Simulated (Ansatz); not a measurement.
# ZnS (F-43m): zero-pressure volume and bulk modulus with revPBE

The task here is to estimate one member of a computed series from the others.

Program: Ansatz 0.2.0. Level of theory: DFT revPBE, scalar-relativistic, plane waves, PAW. These are calculated values, not measurements.

1 further run of the same task is left out (set aside as unsound or not needed). Runs told in other sessions of the task aren't counted.

## The starting structure

It takes space group F-43m (No. 216, cubic). The conventional cell has a = 5.409 Å, b = 5.409 Å, c = 5.409 Å, α = 90.00°, β = 90.00°, γ = 90.00°. Around Zn (site symmetry -43m) lie 4 S at 2.34 Å. S (site symmetry -43m) is surrounded by 4 Zn at 2.34 Å.

Structure file:

```cif
data_structure
_symmetry_space_group_name_H-M 'P 1'
_symmetry_Int_Tables_number 1
_cell_length_a 3.8250
_cell_length_b 3.8250
_cell_length_c 3.8250
_cell_angle_alpha 60.000
_cell_angle_beta 60.000
_cell_angle_gamma 60.000
_cell_volume 39.57
loop_
_atom_site_label
_atom_site_type_symbol
_atom_site_fract_x
_atom_site_fract_y
_atom_site_fract_z
_atom_site_occupancy
Zn1 Zn 0.00000 0.00000 0.00000 1
S1 S 0.75000 0.75000 0.75000 1
```

At PBE, an earlier run found 1.38 GPa for this cell of 19.785 Å³/atom (8×8×8 mesh), gap on the mesh 2.10 eV.

The first run:

input.yaml

```yaml
crystal:
  lattice:
    - [0.0, 2.7046490548, 2.7046490548]
    - [2.7046490548, 0.0, 2.7046490548]
    - [2.7046490548, 2.7046490548, 0.0]
  atoms:
    - { symbol: Zn, position: [0.0, 0.0, 0.0] }
    - { symbol: S, position: [0.75, 0.75, 0.75] }
basis:
  ecutwfc: 420
  ecutrho_ratio: 4
kpoints:
  mp_grid: { grid: [8, 8, 8] }
hamiltonian:
  xc: revpbe
scf:
  occupations: { method: gaussian, width: 0.05 }
output:
  forces: true
  stress: true
  eigenvalues: true
```

Launch:

```sh
$ ansatz run input.yaml --threads 4 --pin off --max-ram 8192MiB --backend cpu --events-out ev --progress --plain --runs-dir out
```

Steps of the session up to this table: At the given cell; Stepping to 20.214 Å³/atom; Stepping to 20.717 Å³/atom; Volume × 0.98 of the new zero; Volume × 1.02 of the new zero; Volume × 0.96 of the new zero; Volume × 1.04 of the new zero.

One of the session's tables, all rows but one given; the rest of the session is left out.

It belongs to the step «Energy and pressure against volume». 

```
volume (Å³/atom)  energy (meV/atom)  pressure (GPa)
          19.889               7.08            2.85
          20.303                  ?               ?
          20.717               0.00           -0.01
          21.132               1.59           -1.22
          21.546               6.18           -2.30
```

Q: Estimate the row for volume (Å³/atom) = 20.303 from the others.

Worked estimate for «energy (meV/atom)». A straight line through the neighbours (19.889, 7.08) and (20.717, 0.00) gives 7.08 + (0.00 − 7.08) × (20.303 − 19.889) / (20.717 − 19.889) = 3.54; a parabola fitted to 3 rows on both sides gives 1.83.

The run gave: energy (meV/atom): 1.69; pressure (GPa): 1.34. In «energy (meV/atom)» the line misses by +1.85 and the parabola by +0.14.
